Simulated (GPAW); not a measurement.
Al3Pt2:

```
Pt Al
1.0
     4.20714    0.00000    0.00000
    -2.10357    3.64349    0.00000
     0.00000    0.00000    5.18896
Pt Al
2 3
Direct
  0.66667 0.33333 0.83387
  0.33333 0.66667 0.16613
  0.66667 0.33333 0.35317
  0.33333 0.66667 0.64683
  0.00000 0.00000 0.00000
```

The cell comes from a database or a generator and needn't be the stable form of this composition.

- Program: GPAW 26.7.0
- Task: relaxation of cell and atoms
- Functional: PBEsol
- Dispersion: D3
- Potentials or basis: PAW data sets generated in the run's folder for this functional
- Cutoff: 600 eV
- Basis: pw
- k mesh: 5 × 5 × 4
- Occupations: fermi-dirac, width 0.05 eV
- Spin: no spin polarisation

At the start: pressure -3.8 GPa; volume 15.91 Å³/atom.

Where does the relaxation end?

Over 9 steps the energy falls by 4.8 meV/atom and the volume is 15.54 Å³/atom (-2.3 %); space group P-3m1 (No. 164, to 0.05 Å).

Step by step:
| step | energy change (eV) | largest force (eV/Å) | pressure (GPa) | volume (Å³) |
| --- | --- | --- | --- | --- |
| 1 | 0.0000 | 0.0406 | -3.79 | 79.54 |
| 2 | -0.0059 | 0.0341 | -3.29 | 79.28 |
| 3 | -0.0235 | 0.0477 | 0.15 | 77.65 |
| 4 | -0.0237 | 0.0357 | 0.03 | 77.70 |
| 5 | -0.0239 | 0.0182 | -0.08 | 77.75 |
| 6 | -0.0240 | 0.0236 | -0.05 | 77.74 |
| 7 | -0.0241 | 0.0225 | 0.02 | 77.70 |
| 8 | -0.0241 | 0.0206 | 0.07 | 77.68 |
| 9 | -0.0242 | 0.0126 | 0.07 | 77.68 |

Final structure:
```yaml
crystal:
  lattice:
    - [4.18224, 0.00000, 0.00000]
    - [-2.09112, 3.62193, 0.00000]
    - [0.00000, 0.00000, 5.12847]
  atoms:
    - { symbol: Pt, position: [0.66667, 0.33333, 0.83524] }
    - { symbol: Pt, position: [0.33333, 0.66667, 0.16476] }
    - { symbol: Al, position: [0.66667, 0.33333, 0.35335] }
    - { symbol: Al, position: [0.33333, 0.66667, 0.64665] }
    - { symbol: Al, position: [0.00000, 0.00000, 0.00000] }
```

Caveat: later steps reuse the first step's grids; pairwise dispersion overbinds metals, which lowers pressure and volume.
